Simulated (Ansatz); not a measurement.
Li2RuN2, space group P-3m1: relaxations under a series of pressures, run with Ansatz 0.2.0 through its Python package.

The script reads `li2run2.xyz`:
```text
5
Lattice="3.1642327 0.0 0.0 -1.58211635 2.74030591 0.0 0.0 0.0 5.21145" Properties=species:S:1:pos:R:3 pbc="T T T"
Li    1.58211637    0.91343529    1.87706006
Li   -0.00000002    1.82687061    3.33438994
Ru    0.00000000    0.00000000    0.00000000
N     1.58211637    0.91343529    4.10135383
N    -0.00000002    1.82687061    1.11009618
```

Script `compress_li2run2.py`:
```python
"""Volume and enthalpy of Li2RuN2 against pressure."""

import argparse

import ansatz as az
import numpy as np
import pandas as pd

parser = argparse.ArgumentParser(description="Volume and enthalpy of Li2RuN2 against pressure.")
parser.add_argument("--mesh", type=int, nargs=3, required=True, help="k-point sampling")
parser.add_argument("--occupations", required=True, help="how the bands are filled")
parser.add_argument("--sigma", type=float, default=0.15, help="smearing width (eV)")
parser.add_argument("--cutoff-ev", type=float, required=True, help="plane-wave cutoff (eV)")
parser.add_argument("--xc", required=True, help="exchange-correlation functional")
args = parser.parse_args()

def edges_and_angles(cell):
    cell = np.asarray(cell)
    a, b, c = np.linalg.norm(cell, axis=1)
    cosines = cell[1] @ cell[2] / (b * c), cell[0] @ cell[2] / (a * c), cell[0] @ cell[1] / (a * b)
    return (a, b, c, *np.degrees(np.arccos(cosines)))


def main() -> None:
    xtal = az.Crystal.from_extxyz("li2run2.xyz")

    job = xtal.calculation()
    job = job.kpoints(*args.mesh, center="gamma")
    job = job.occupations(args.occupations, width=args.sigma)
    job = job.basis(args.cutoff_ev)
    job = job.functional(args.xc)

    # H = F + PV, with 1 GPa A^3 = 1/160.21766 eV
    rows = []
    for pressure in [0, 2, 4, 6, 8]:
        done = job.relax(cell=True, pressure=pressure).run(threads=1, backend="cpu")
        cell = done.lattice.cell_ang
        n_atoms = len(done.lattice.sites)
        volume = abs(np.linalg.det(cell)) / n_atoms
        enthalpy = done.report["free_energy_ev"] / n_atoms + pressure * volume / 160.21766
        rows.append((pressure, volume, enthalpy, *edges_and_angles(cell)))
        print(f"{pressure} GPa done: {volume:.4f} A^3/atom")

    table = pd.DataFrame(rows, columns=["P_GPa", "V_A3_atom", "H_eV_atom", "a", "b", "c", "alpha", "beta", "gamma"])
    print(table.round(4).to_string(index=False))
    p, v = np.array([row[0] for row in rows], float), np.array([row[1] for row in rows])
    print("mean bulk modulus between rows (GPa):", np.round(-np.diff(p) / np.diff(np.log(v)), 1))


if __name__ == "__main__":
    main()
```

From its runs, with one value withheld:

| P (GPa) | relaxed V (Å³/atom) |
| --- | --- |
| 0 | 8.357 |
| 2 | 8.249 |
| 4 | ? |
| 6 | 8.062 |
| 8 | 7.980 |

What volume does the cell relax to at 4 GPa?

Murnaghan's form V = V0 (1 + B' P / B0)^(-1/B') through the 4 rows shown gives V0 = 8.357 Å³, B0 = 147.4 GPa and B' = 6.74, and so 8.152 Å³ an atom at 4 GPa. The run gave 8.152 Å³, 0.01 % away.

Caveats:
- No spin polarisation was allowed.
- At a fixed pressure a relaxation lowers the enthalpy F + PV, while F alone can rise.
- The mesh is modest for a metal, so energies can be off by several to tens of meV an atom and pressures by half a GPa or more; differences at equal mesh fare better.
- This cell is a computed structure, which may not be the phase found in nature.
- Symmetry holds the cell in this phase, whether or not it is the stable one at each pressure.
- The whole script took 60 s on 1 thread of Arm Neoverse V2, on a shared host, peak memory 0.46 GiB.
